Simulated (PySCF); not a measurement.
# Mo(CH)(OH)3: geometry, NMR shifts and electronic excitations

What NMR shifts and electronic excitations should Mo(CH)(OH)3 (`[CH]#[Mo]([OH])([OH])[OH]`) show?

Programs: PySCF 2.14.0, with density-fitted response routines of our own. Each step states its level of theory. These are calculated values for one molecule in the gas phase, unless marked as measured. Atoms count from 0, in the outputs and in this text.

### Step 1. Starting geometry

9 atoms, charge 0, multiplicity 1; geometry from: GFN2-xTB.

Bonds of the start (Å): Mo0–C1 1.81, Mo0–O3 1.86, Mo0–O5 1.86, Mo0–O7 1.86, C1–H2 1.07, O3–H4 0.96, O5–H6 0.96, O7–H8 0.96.

### Step 2. Geometry optimisation at PBE0-D3(BJ)/def2-SVP

Job settings and geometry (Å):

```
{"job": {"xc": "PBE0", "basis": "def2-SVP", "d3": "d3bj", "grid": 1, "maxiter": 40, "kind": "geom"}, "charge": 0, "multiplicity": 1}
Mo    -0.001810    -0.001490    -0.308340
C      0.005980     0.003350     1.501440
H      0.027580     0.007070     2.572180
O      1.720350     0.435460    -0.845910
H      2.588910     0.654870    -0.494380
O     -1.256140     1.283030    -0.805350
H     -1.859230     1.913250    -0.399350
O     -0.495130    -1.724770    -0.807000
H     -0.730510    -2.570770    -0.413280
```

What it wrote:

```text
step   0  E = -333.93312202  max force = 0.092698
step   1  E = -333.93988154  max force = 0.071006
step   2  E = -333.94515811  max force = 0.011244
step   3  E = -333.94653667  max force = 0.007847
step   4  E = -333.94726940  max force = 0.001074
step   5  E = -333.94728251  max force = 0.000224
optimisation converged
```

Wall time 34 s (1 thread, shared host).

Step by step:

```csv
step,energy from step 0 (eV),largest force component (eV/Å)
0,0.0000,4.7667
1,-0.1839,3.6513
2,-0.3275,0.5782
3,-0.3650,0.4035
4,-0.3850,0.0552
5,-0.3853,0.0115
```

Close pairs (by a distance rule), those that changed most:

```csv
bond,before (Å),after (Å),change (Å)
Mo0–C1,1.810,1.714,-0.096
C1–H2,1.071,1.095,+0.024
Mo0–O3,1.856,1.876,+0.020
Mo0–O7,1.861,1.876,+0.016
Mo0–O5,1.863,1.877,+0.014
O5–H6,0.962,0.962,+0.000
O3–H4,0.962,0.962,+0.000
O7–H8,0.962,0.962,+0.000
```

The final coordinates are the input of the step that follows.

```csv
at the end point,value
point group (found at 0.08 Å tolerance),C3v
"rotational constants (GHz, main isotopes)","3.520, 3.512, 2.872"
dipole moment (D),2.77
```

### Step 3. NMR shieldings: PBE0/def2-TZVP+pcSseg-1

Job settings and geometry (Å):

```
{"job": {"kind": "nmr", "xc": "PBE0", "basis": {"default": "pcSseg-1", "Mo": "def2-TZVP"}}, "charge": 0, "multiplicity": 1}
Mo    -0.007540     0.000083    -0.369710
C      0.024771     0.001644     1.344175
H      0.044781     0.003685     2.438599
O      1.735849     0.428074    -0.915365
H      2.462248     0.606251    -0.309763
O     -1.267652     1.303600    -0.854650
H     -1.764641     1.831668    -0.221966
O     -0.518549    -1.734987    -0.868988
H     -0.709265    -2.440018    -0.242320
```

With the program's defaults for keys left out, this is: GIAO PBE0/pcSseg-1 Mo:def2-TZVP NMR shielding, scalar relativity only through core potentials, gas phase.

What it wrote:

```text
coarse grid: 38784 points
cycle   1  E = -333.8101080873  dE = -6.203e+00  |g| = 1.318e+00  |ddm| = 4.136e+00
cycle   2  E = -333.2005311861  dE =  6.096e-01  |g| = 2.170e+00  |ddm| = 2.297e+00
cycle   3  E = -334.0664230530  dE = -8.659e-01  |g| = 5.610e-01  |ddm| = 1.777e+00
cycle   4  E = -334.1249626356  dE = -5.854e-02  |g| = 3.001e-01  |ddm| = 5.095e-01
cycle   5  E = -334.1423555789  dE = -1.739e-02  |g| = 8.465e-02  |ddm| = 2.064e-01
cycle   6  E = -334.1439099564  dE = -1.554e-03  |g| = 9.943e-03  |ddm| = 5.693e-02
cycle   7  E = -334.1439333463  dE = -2.339e-05  |g| = 1.728e-03  |ddm| = 7.483e-03
cycle   8  E = -334.1439340415  dE = -6.953e-07  |g| = 4.360e-04  |ddm| = 1.905e-03
final grid: 80728 points
cycle   9  E = -334.1440070409  dE =  2.258e-07  |g| = 1.220e-03  |ddm| = 1.273e-03
cycle  10  E = -334.1440034563  dE =  3.585e-06  |g| = 4.222e-03  |ddm| = 3.109e-03
cycle  11  E = -334.1440073338  dE = -3.878e-06  |g| = 4.337e-04  |ddm| = 2.488e-03
cycle  12  E = -334.1440073695  dE = -3.570e-08  |g| = 3.239e-05  |ddm| = 2.391e-04
cycle  13  E = -334.1440073698  dE = -2.644e-10  |g| = 6.208e-06  |ddm| = 2.579e-05
converged SCF energy = -334.1440073698

GIAO shielding tensors (ppm)
atom      isotropic    diamagn.    paramagn.     s11        s22        s33       span
  0 Mo         nan         nan         nan        nan        nan        nan        nan
  1 C     -104.970     262.193    -367.163   -234.683   -234.456    154.230    388.913
  2 H       26.429      31.933      -5.505     24.213     24.217     30.856      6.642
  3 O       96.034     391.522    -295.489   -248.456    186.100    350.457    598.914
  4 H       22.534      30.862      -8.328     19.000     22.533     26.069      7.069
  5 O       95.700     391.513    -295.813   -250.151    186.013    351.239    601.389
  6 H       22.495      30.865      -8.370     18.975     22.492     26.018      7.044
  7 O       95.845     391.517    -295.671   -249.605    185.943    351.198    600.803
  8 H       22.506      30.861      -8.355     18.981     22.497     26.040      7.059
```

It took 9.4 s on 1 thread, shared host.

Shifts follow as δ = σ(reference) − σ, with reference shieldings (ppm) from runs at the same level and on the same kind of geometry: 1H TMS 31.27, 13C TMS 184.4, 17O H2O 334.6. The references are single molecules in the gas phase, so shifts against H2O, NH3, PH3, H3PO4 or CFCl3 are not on the usual liquid scales and can be off by tens of ppm. Atoms listed in one row are averaged.

```csv
atoms,environment,σ (ppm),δ (ppm)
C1,"carbon bonded to Mo, H",-105.0,289.4
"H4, H6, H8",hydrogen on an oxygen bonded to Mo,22.51,8.76
H2,hydrogen on a carbon bonded to Mo,26.43,4.84
"O3, O5, O7","oxygen bonded to Mo, H",95.9,238.7
```

Atoms past Kr carry core potentials, so their printed shieldings have no meaning and are left out of the table.

The run also stored atomic charges by several schemes (e):

```csv
atoms,Mulliken,ESP fit
Mo0,1.25,1.58
C1,-0.41,-1.04
"O3, O5, O7",-0.59,-0.73
```

Mayer bond orders: Mo0–C1 2.64, Mo0–O3 1.01, Mo0–O5 1.01, Mo0–O7 1.01.

With diffuse functions Mulliken charges and Mayer bond orders lose their meaning; the other schemes are steadier.

### Step 4. TDDFT and polarisability: wB97X-D/def2-SVPD

The job, as its differences from that of step 3:

```diff
@@ -1,2 +1,2 @@
-{"job": {"kind": "nmr", "xc": "PBE0", "basis": {"default": "pcSseg-1", "Mo": "def2-TZVP"}}, "charge": 0, "multiplicity": 1}
+{"job": {"kind": "uv", "xc": "wB97X-D", "basis": "def2-SVPD", "ip": true, "nstates": 10}, "charge": 0, "multiplicity": 1}
 Mo    -0.007540     0.000083    -0.369710
```

Level: TDDFT wB97X-D/def2-SVPD, vertical, gas phase, core orbitals frozen in the response.

What it wrote:

```text
coarse grid: 38784 points
cycle   1  E = -333.8804111499  dE = -7.747e+00  |g| = 1.235e+00  |ddm| = 4.544e+00
cycle   2  E = -333.6707199016  dE =  2.097e-01  |g| = 1.647e+00  |ddm| = 2.172e+00
cycle   3  E = -334.1713490011  dE = -5.006e-01  |g| = 2.369e-01  |ddm| = 1.261e+00
cycle   4  E = -334.1806088059  dE = -9.260e-03  |g| = 1.412e-01  |ddm| = 3.490e-01
cycle   5  E = -334.1843947319  dE = -3.786e-03  |g| = 4.711e-02  |ddm| = 1.932e-01
cycle   6  E = -334.1849484553  dE = -5.537e-04  |g| = 7.522e-03  |ddm| = 7.081e-02
cycle   7  E = -334.1849722648  dE = -2.381e-05  |g| = 1.653e-03  |ddm| = 2.109e-02
cycle   8  E = -334.1849758732  dE = -3.608e-06  |g| = 6.143e-04  |ddm| = 7.361e-03
final grid: 80728 points
cycle   9  E = -334.1897939605  dE = -5.888e-05  |g| = 5.601e-03  |ddm| = 6.728e-02
cycle  10  E = -334.1897677264  dE =  2.623e-05  |g| = 1.227e-02  |ddm| = 1.800e-02
cycle  11  E = -334.1898012536  dE = -3.353e-05  |g| = 8.191e-04  |ddm| = 1.219e-02
cycle  12  E = -334.1898015127  dE = -2.592e-07  |g| = 3.024e-04  |ddm| = 2.301e-03
cycle  13  E = -334.1898015515  dE = -3.874e-08  |g| = 1.477e-04  |ddm| = 4.885e-04
cycle  14  E = -334.1898015680  dE = -1.652e-08  |g| = 6.269e-05  |ddm| = 3.542e-04
cycle  15  E = -334.1898015720  dE = -3.988e-09  |g| = 1.727e-05  |ddm| = 2.269e-04
cycle  16  E = -334.1898015723  dE = -2.822e-10  |g| = 3.885e-06  |ddm| = 5.862e-05
converged SCF energy = -334.1898015723

Static polarisability (au): isotropic 63.619, principal 61.464 61.523 67.870

Singlet excitations
state   eV       nm        f      main configurations
  1   4.1143    301.3   0.00000   H->L 0.49, H-1->L+1 0.48
  2   4.4698    277.4   0.00131   H->L+1 0.47, H-1->L 0.46
  3   4.4701    277.4   0.00134   H-1->L+1 0.47, H->L 0.46
  4   4.7591    260.5   0.01808   H-1->L 0.33, H->L+1 0.33, H->L+3 0.14
  5   5.4399    227.9   0.00001   H-1->L+3 0.40, H->L+4 0.38, H-1->L+7 0.10
  6   5.6326    220.1   0.02432   H->L+5 0.46, H->L+2 0.40
  7   5.6382    219.9   0.02503   H-1->L+5 0.48, H-1->L+2 0.41
  8   5.7234    216.6   0.00106   H->L+4 0.39, H-1->L+3 0.37
  9   5.7278    216.5   0.00178   H-1->L+4 0.36, H->L+3 0.36
 10   6.6761    185.7   0.01439   H->L+2 0.45, H->L+5 0.36, H-2->L 0.09

Triplet excitations (Tamm-Dancoff, eV): 3.4808 3.8029 3.8038 4.0474
Vertical ionisation energy (delta-SCF) = 9.6324 eV
```

It took 36 s on 1 thread, shared host.

The orbitals next to the gap, with their largest atomic shares:

```csv
orbital,eV,atoms
HOMO−3,-11.46,"O3 29 %, O5 28 %, O7 28 %"
HOMO−2,-11.10,"O5 31 %, O7 31 %, O3 31 %"
HOMO−1,-9.35,"C1 41 %, Mo0 39 %, O7 6 %"
HOMO,-9.35,"C1 41 %, Mo0 39 %, O5 8 %"
LUMO,0.63,"Mo0 56 %, C1 13 %, O5 10 %"
LUMO+1,0.63,"Mo0 56 %, C1 13 %, O7 9 %"
LUMO+2,1.17,"Mo0 62 %, C1 8 %, O3 7 %"
```

With each of the 10 states as a Gaussian band of 0.4 eV half-width at 1/e, the curve within the window shown has maxima at 261 nm (ε 810), 220 nm (ε 2,100), 186 nm (ε 590) L/(mol cm). Beyond the last state computed it falls off for lack of states. The curve at chosen wavelengths:

nm, ε (L/mol/cm) and a bar:
```
      178        332 #####
      185        580 ########
      192        473 #######
      199        404 ######
      206        875 ############
      213       1699 ########################
      220       2114 ##############################
      227       1787 #########################
      234       1162 ################
      241        761 ###########
      248        691 ##########
      255        772 ###########
      262        812 ############
      269        739 ##########
      276        583 ########
      283        408 ######
      290        259 ####
      297        152 ##
      304         84 #
      311         44 #
      318         22 
      325         10 
      332          5 
      339          2 
      346          1 
      353          0
```

Further results of this job:

```csv
property,computed
dipole moment (D),2.89
polarisability (Å³),9.43
HOMO–LUMO gap (eV),9.98
−ε(HOMO) (eV),9.35
```

### Step 5. Nuclear shieldings: B3LYP/def2-TZVP+pcSseg-1

The job, as its differences from that of step 4:

```diff
@@ -1,2 +1,2 @@
-{"job": {"kind": "uv", "xc": "wB97X-D", "basis": "def2-SVPD", "ip": true, "nstates": 10}, "charge": 0, "multiplicity": 1}
+{"job": {"kind": "nmr", "xc": "B3LYP", "basis": {"default": "pcSseg-1", "Mo": "def2-TZVP"}, "pop": false}, "charge": 0, "multiplicity": 1}
 Mo    -0.007540     0.000083    -0.369710
```

Method: GIAO B3LYP/pcSseg-1 Mo:def2-TZVP NMR shielding, scalar relativity only through core potentials, gas phase.

What it wrote:

```text
coarse grid: 38784 points
cycle   1  E = -334.0984509300  dE = -6.102e+00  |g| = 1.428e+00  |ddm| = 4.124e+00
cycle   2  E = -333.2264206252  dE =  8.720e-01  |g| = 2.516e+00  |ddm| = 2.573e+00
cycle   3  E = -334.4089795227  dE = -1.183e+00  |g| = 5.274e-01  |ddm| = 1.970e+00
cycle   4  E = -334.4565840395  dE = -4.760e-02  |g| = 3.226e-01  |ddm| = 5.416e-01
cycle   5  E = -334.4741728400  dE = -1.759e-02  |g| = 1.477e-01  |ddm| = 2.482e-01
cycle   6  E = -334.4788991034  dE = -4.726e-03  |g| = 1.161e-02  |ddm| = 9.137e-02
cycle   7  E = -334.4789324769  dE = -3.337e-05  |g| = 1.515e-03  |ddm| = 9.435e-03
cycle   8  E = -334.4789329472  dE = -4.703e-07  |g| = 4.855e-04  |ddm| = 1.600e-03
final grid: 80728 points
cycle   9  E = -334.4790019427  dE =  1.129e-07  |g| = 1.067e-03  |ddm| = 1.118e-03
cycle  10  E = -334.4790005768  dE =  1.366e-06  |g| = 2.796e-03  |ddm| = 2.140e-03
cycle  11  E = -334.4790020668  dE = -1.490e-06  |g| = 6.889e-04  |ddm| = 1.753e-03
cycle  12  E = -334.4790021660  dE = -9.928e-08  |g| = 5.204e-05  |ddm| = 3.946e-04
cycle  13  E = -334.4790021666  dE = -5.579e-10  |g| = 7.852e-06  |ddm| = 3.295e-05
converged SCF energy = -334.4790021666

GIAO shielding tensors (ppm)
atom      isotropic    diamagn.    paramagn.     s11        s22        s33       span
  0 Mo         nan         nan         nan        nan        nan        nan        nan
  1 C     -107.987     261.371    -369.358   -237.535   -237.310    150.883    388.418
  2 H       26.645      32.011      -5.366     24.547     24.550     30.839      6.292
  3 O       90.588     391.624    -301.036   -254.133    181.210    344.687    598.820
  4 H       22.607      31.049      -8.442     19.091     22.717     26.013      6.922
  5 O       90.228     391.618    -301.389   -255.886    181.117    345.454    601.340
  6 H       22.567      31.053      -8.485     19.062     22.675     25.964      6.902
  7 O       90.392     391.621    -301.230   -255.304    181.054    345.424    600.727
  8 H       22.579      31.049      -8.470     19.070     22.680     25.985      6.915
```

Wall time 9.2 s (1 thread, shared host).

Key values: δ C1 287.2, O3 243.6, H4 8.80, H2 4.74 ppm (means over like atoms).

### Step 6. Run by run: NMR shifts

Shifts (ppm), means over like atoms, with basis size and wall time:

```csv
run,C1,H4,H2,O3,functions,time
PBE0/def2-TZVP+pcSseg-1,289.4,8.76,4.84,238.7,128,9.4 s
B3LYP/def2-TZVP+pcSseg-1,287.2,8.80,4.74,243.6,128,9.2 s
```

### Step 7. Outcome

| quantity | value |
| --- | --- |
| point group | C3v |
| rotational constants (main isotopes) | 3.52, 3.51, 2.87 GHz |
| 13C shifts against TMS (PBE0/def2-TZVP+pcSseg-1) | 289.4 ppm |
| 1H shifts against TMS (PBE0/def2-TZVP+pcSseg-1, means over atoms taken as alike) | 8.76, 4.84 ppm |
| 17O shifts against H2O (PBE0/def2-TZVP+pcSseg-1, means over atoms taken as alike) | 238.7 ppm |
| lowest singlet (wB97X-D/def2-SVPD) | 4.11 eV (301 nm), f = 0.000 |
| brightest single state of those computed | state 7, 5.64 eV, f = 0.025 |
| lowest triplet | 3.48 eV |
| vertical ionisation energy (ΔSCF) | 9.63 eV |
| range of the shift of O3 | 238.7 to 243.6 ppm |

In words: Relaxing lowered the energy by 0.385 eV in 5 steps; the close pair that moved most is Mo0–C1, from 1.810 to 1.714 Å. At PBE0/def2-TZVP+pcSseg-1: The largest span, 600 ppm, is at O3, O5, O7, where the paramagnetic term is -296 ppm. The lowest singlet, at 4.11 eV, is HOMO→LUMO 0.49, HOMO−1→LUMO+1 0.48 and is dark; of the 10 states computed, the strongest absorption comes from states 6 to 7 together at 5.64 eV. The lowest triplet lies 0.63 eV below the lowest singlet (triplets in Tamm-Dancoff, singlets in full TDDFT). The orbital energy would give 9.35 eV for ionisation, ΔSCF gives 9.63 eV. Across the 2 runs the shift of O3 (with its like atoms) moves most, between 238.7 (PBE0/def2-TZVP+pcSseg-1) and 243.6 ppm (B3LYP/def2-TZVP+pcSseg-1). Spin-orbit coupling is left out, which matters for shieldings and couplings at and beside the heavy atoms.
